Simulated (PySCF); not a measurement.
# Solver options tried on SbO

The same problem is solved with other solver options, one edit a run.

Computed with PySCF 2.14.0. Level: method and basis as typed in the scripts.

6 further runs of the same task are left out: 6 that didn't finish.

### Step 1. Where the work starts

SbO: 2 atoms, charge 0, spin multiplicity 2.

Bond lengths: Sb1–O2 1.769 Å.

### Step 2. The run that the others are compared with

Contents of input.py:

```python
from pyscf import gto, scf
from pyscf.prop.polarizability import uhf as pol

mol = gto.M(
    atom='Sb 0 0 0; O 0 0 1.769',
    basis='x2c-svpall',
    charge=0,
    spin=1,
    verbose=3,
)
mf = scf.UHF(mol)
mf = mf.sfx2c1e()
mf.kernel()
print('polarizability (a.u.)')
print(pol.Polarizability(mf).polarizability().round(4))
mf.dip_moment()
print('orbital energies (hartree):', [e[max(0, n-3):n+3].round(4) for e, n in zip(mf.mo_energy, mol.nelec)])
```

Run with:

```console
> OMP_NUM_THREADS=1 python input.py
```

The log of this run is left out.

In short: E(SCF) = -6552.153134 Eh, ⟨S²⟩ = 0.764, μ = 4.26 D, α(xx, yy, zz) = 25.1, 25.2, 35.0 bohr³.

The bond length is a typed value, not an optimised one.

### Step 3. Level shift 0.1 hartree

Run 1 changes level shift: none → 0.1 hartree.

Contents of input.py:

```python
from pyscf import gto, scf
from pyscf.prop.polarizability import uhf as pol

mol = gto.M(
    atom='Sb 0 0 0; O 0 0 1.769',
    basis='x2c-svpall',
    charge=0,
    spin=1,
    verbose=3,
)
mf = scf.UHF(mol)
mf = mf.sfx2c1e()
mf.level_shift = 0.1
mf.kernel()
print('polarizability (a.u.)')
print(pol.Polarizability(mf).polarizability().round(4))
mf.dip_moment()
print('orbital energies (hartree):', [e[max(0, n-3):n+3].round(4) for e, n in zip(mf.mo_energy, mol.nelec)])
```

Run with:

```console
> OMP_NUM_THREADS=1 python input.py
```

### Step 4. Smearing width 0.2 hartree

Run 2 changes smearing width: none → 0.2 hartree; step after the SCF: polarizability → none.

Contents of input.py:

```python
from pyscf import gto, scf

mol = gto.M(
    atom='Sb 0 0 0; O 0 0 1.769',
    basis='x2c-svpall',
    charge=0,
    spin=1,
    verbose=3,
)
mf = scf.UHF(mol)
mf = mf.sfx2c1e()
mf = scf.addons.smearing_(mf, sigma=0.2, method='fermi')
mf.kernel()
mf.dip_moment()
print('orbital energies (hartree):', [e[max(0, n-3):n+3].round(4) for e, n in zip(mf.mo_energy, mol.nelec)])
```

Q: Predict the outcome of this session. Wanted: for each run, E(SCF); from base; gap, α spin; SCF dipole; after the SCF.

The runs gave:

| run | E(SCF) (hartree) | from base (eV) | gap, α spin (eV) | SCF dipole (D) | after the SCF |
| --- | --- | --- | --- | --- | --- |
| base | -6552.153134 | 0 | 7.97 | 4.26 | mean α 28.4 bohr³ |
| level shift 0.1 hartree | -6552.153134 | 0.0000 | 7.97 | 4.26 | mean α 28.4 bohr³ |
| smearing width 0.2 hartree (poor choice) | -6551.071956 | not comparable | n/a | 1.22 | n/a |

**Reading.** No change of the SCF energy comes from level shift 0.1 hartree. Rows marked «poor choice» come from settings spoiled on purpose.
